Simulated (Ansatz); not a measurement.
# BC18: the cost of one run

Program: Ansatz 0.2.0. Level of theory: DFT PBE+D3(BJ), plane waves, PAW, scalar-relativistic, collinear spin. These are calculated values, not measurements.

## (1) The structure to begin with

The cell holds 19 atoms (C18B): a = 7.398 Å, b = 7.398 Å, c = 13.000 Å, α = 90.00°, β = 90.00°, γ = 120.00°.

The coordinates stand in the first input below.

## (2) End point A

Input file input.yaml:

```yaml
crystal:
  lattice:
    - [7.398, 0.0, 0.0]
    - [-3.699, 6.406856, 0.0]
    - [0.0, 0.0, 13.0]
  atoms:
    - { symbol: C, position: [0.0, 0.0, 0.0769231] }
    - { symbol: C, position: [0.2222222, 0.1111111, 0.0769231] }
    - { symbol: C, position: [0.0, 0.3333333, 0.0769231] }
    - { symbol: C, position: [0.2222222, 0.4444444, 0.0769231] }
    - { symbol: C, position: [0.0, 0.6666667, 0.0769231] }
    - { symbol: C, position: [0.2222222, 0.7777778, 0.0769231] }
    - { symbol: C, position: [0.3333333, 0.0, 0.0769231] }
    - { symbol: C, position: [0.5555556, 0.1111111, 0.0769231] }
    - { symbol: C, position: [0.3333333, 0.3333333, 0.0769231] }
    - { symbol: C, position: [0.5555556, 0.4444444, 0.0769231] }
    - { symbol: C, position: [0.3333333, 0.6666667, 0.0769231] }
    - { symbol: C, position: [0.5555556, 0.7777778, 0.0769231] }
    - { symbol: C, position: [0.6666667, 0.0, 0.0769231] }
    - { symbol: C, position: [0.8888889, 0.1111111, 0.0769231] }
    - { symbol: C, position: [0.6666667, 0.3333333, 0.0769231] }
    - { symbol: C, position: [0.8888889, 0.4444444, 0.0769231] }
    - { symbol: C, position: [0.6666667, 0.6666667, 0.0769231] }
    - { symbol: C, position: [0.8888889, 0.7777778, 0.0769231] }
    - { symbol: B, position: [0.234401, 0.7908103, 0.2030769], spin: 1.0 }
magnetization:
  spin_polarized: true
basis:
  ecutwfc: 420.0
kpoints:
  mp_grid: { grid: [2, 2, 1] }
hamiltonian:
  xc: pbe
  dispersion: d3bj
scf:
  occupations: { method: gaussian, width: 0.02 }
  lower_state_search: "off"
relax:
  f_tol: 0.03
  max_steps: 60
  adjacent_minimum: "off"
```

The run is started by

```sh
$ ansatz run input.yaml --threads 2 --pin off --max-ram 5120MiB --backend cpu --events-out ev --progress --plain --runs-dir out
```

**Question.** How long does this run take on 2 threads of Arm Neoverse V1, shared host, and how much memory does it need?

About 66 s, with a peak of 0.96 GiB.
